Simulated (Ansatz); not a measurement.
This script makes relaxations under a series of pressures of Ge, space group P6_3/mmc with the Ansatz DFT code, driven from Python.

`compress_ge.py`:
```python
"""Volume and enthalpy of Ge against pressure."""

from dataclasses import dataclass

import ansatz as az
import numpy as np


@dataclass(frozen=True)
class Settings:
    mesh: tuple[int, ...] = (7, 7, 4)


settings = Settings()

def edges_and_angles(cell):
    cell = np.asarray(cell)
    a, b, c = np.linalg.norm(cell, axis=1)
    cosines = cell[1] @ cell[2] / (b * c), cell[0] @ cell[2] / (a * c), cell[0] @ cell[1] / (a * b)
    return (a, b, c, *np.degrees(np.arccos(cosines)))

cell = (
    az.Lattice.from_parameters(3.997586, 3.997586, 6.599378, alpha=90, beta=90, gamma=120)
    .space_group(194)
    .atom("Ge", (2 / 3, 1 / 3, 0.062901))
)

base = cell.calculation()
base = base.functional(az.Functional.LDA).pseudopotentials("paw")
base = base.kpoints(*settings.mesh).occupations(az.OccupationsMethod.FERMI_DIRAC, width=100 * az.meV)

# H = F + PV, with 1 GPa A^3 = 1/160.21766 eV
rows = []
for pressure in [-2, 0, 2, 5, 10]:
    out = base.relax(cell=True, pressure=pressure).run(threads=1, pin="off")
    cell = out.lattice.cell_ang
    n_atoms = len(out.lattice.sites)
    volume = abs(np.linalg.det(cell)) / n_atoms
    enthalpy = out.report["free_energy_ev"] / n_atoms + pressure * volume / 160.21766
    rows.append((pressure, volume, enthalpy, *edges_and_angles(cell)))
    print(f"{pressure} GPa done: {volume:.4f} A^3/atom")

print(" P (GPa)  V (A^3/atom)  H (eV/atom)     a       b       c")
for row in rows:
    print("{:8.1f} {:12.4f} {:14.5f} {:7.4f} {:7.4f} {:7.4f}".format(*row[:6]))
p, v = np.array([row[0] for row in rows], float), np.array([row[1] for row in rows])
print("mean bulk modulus between rows (GPa):", np.round(-np.diff(p) / np.diff(np.log(v)), 1))
```

From its runs, with one value withheld:

| P (GPa) | relaxed V (Å³/atom) |
| --- | --- |
| -2 | 22.876 |
| 0 | 22.180 |
| 2 | ? |
| 5 | 20.872 |
| 10 | 19.907 |

What volume does the cell relax to at 2 GPa?

Murnaghan's form V = V0 (1 + B' P / B0)^(-1/B') through the 4 rows shown gives V0 = 22.184 Å³, B0 = 70.2 GPa and B' = 4.86, and so 21.600 Å³ an atom at 2 GPa. The run gave 21.597 Å³, 0.01 % away.

Reading the output:
- At a fixed pressure a relaxation lowers the enthalpy F + PV, while F alone can rise.
- This isn't the structure that Ge takes at ambient conditions.
- Symmetry holds the cell in this phase, whether or not it is the stable one at each pressure.
- It ran for 62 s on 1 thread of Intel(R) Xeon(R) Processor @ 2.30GHz, with other jobs on the host, peak memory 0.55 GiB.
